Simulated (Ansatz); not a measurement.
# GeH3S: the cost of one run

Program: Ansatz 0.2.0 through its Python package. The levels of theory stand in the script. These are calculated values, not measurements.

## 1. Starting point

Bond lengths: S1–Ge2 2.235 Å, Ge2–H3 1.568 Å, Ge2–H4 1.594 Å, Ge2–H5 1.553 Å. Angles: S1–Ge2–H3 111.6°, S1–Ge2–H4 106.5°, S1–Ge2–H5 109.2°, H3–Ge2–H4 110.2°, H3–Ge2–H5 109.1°, H4–Ge2–H5 110.3°.

The script holds or builds the structure itself.

## 2. The script

The input, x2c.py:

```python
'''GeH3S with and without the spin-free two-component Hamiltonian.'''

import ansatz as az
from ase import Atoms
import numpy as np

atoms = Atoms(['S', 'Ge', 'H', 'H', 'H'], positions=[
    [1.4079, -0.3525, 1.5165],
    [-0.0957, 0.0095, -0.0973],
    [-1.0492, 1.2018, 0.2601],
    [0.7304, 0.3426, -1.4195],
    [-0.9436, -1.2751, -0.3012],
])
system = az.Crystal.molecule_from_ase(atoms)

job = (
    system.calculation()
    .functional('pbe0')
    .spin('collinear', total=1)
    .forces()  # eV per angstrom
)
# a set contracted for a scalar-relativistic Hamiltonian goes with the relativistic run
sets = {'none': 'cc-pVTZ', 'scalar': 'cc-pVTZ-DK'}
found = {kind: job.basis(gaussian=basis).pseudopotentials(relativity=kind).run(threads=1, backend='cpu').report for kind, basis in sets.items()}
for kind, each in found.items():
    dipole = 4.803205 * np.linalg.norm(each['charge_distribution']['dipole_moment_e_ang'])
    print(f'{kind:7s} E = {each["free_energy_ev"]:.4f} eV  dipole {dipole:.3f} D  largest force component {np.abs(each["forces_ev_ang"]).max():.4f} eV/A')
print(f'relativity lowers the total energy by {found["none"]["free_energy_ev"] - found["scalar"]["free_energy_ev"]:.3f} eV')
```

## 3. What the engine is handed

The engine receives this input (first run):

```yaml
crystal:
  periodic: [false, false, false]
  atoms:
    - { symbol: S, position_ang: [1.4079, -0.3525, 1.5165] }
    - { symbol: Ge, position_ang: [-0.0957, 0.0095, -0.0973] }
    - { symbol: H, position_ang: [-1.0492, 1.2018, 0.2601] }
    - { symbol: H, position_ang: [0.7304, 0.3426, -1.4195] }
    - { symbol: H, position_ang: [-0.9436, -1.2751, -0.3012] }
basis:
  gaussian:
    orbitals: cc-pVTZ
hamiltonian:
  xc: pbe0
  pseudopotentials:
    relativity: none
magnetization:
  spin_polarized: true
  initial_magnetization: 1.0
output:
  forces: true
```

## 4. Launch

Started as:

```console
$ python x2c.py
```

**Question.** How long does this script take on 1 thread of INTEL XEON PLATINUM 8581C at 2.10GHz (Emerald Rapids), shared host, and how much memory does it need?

About 25 s, with a peak of 0.52 GiB.
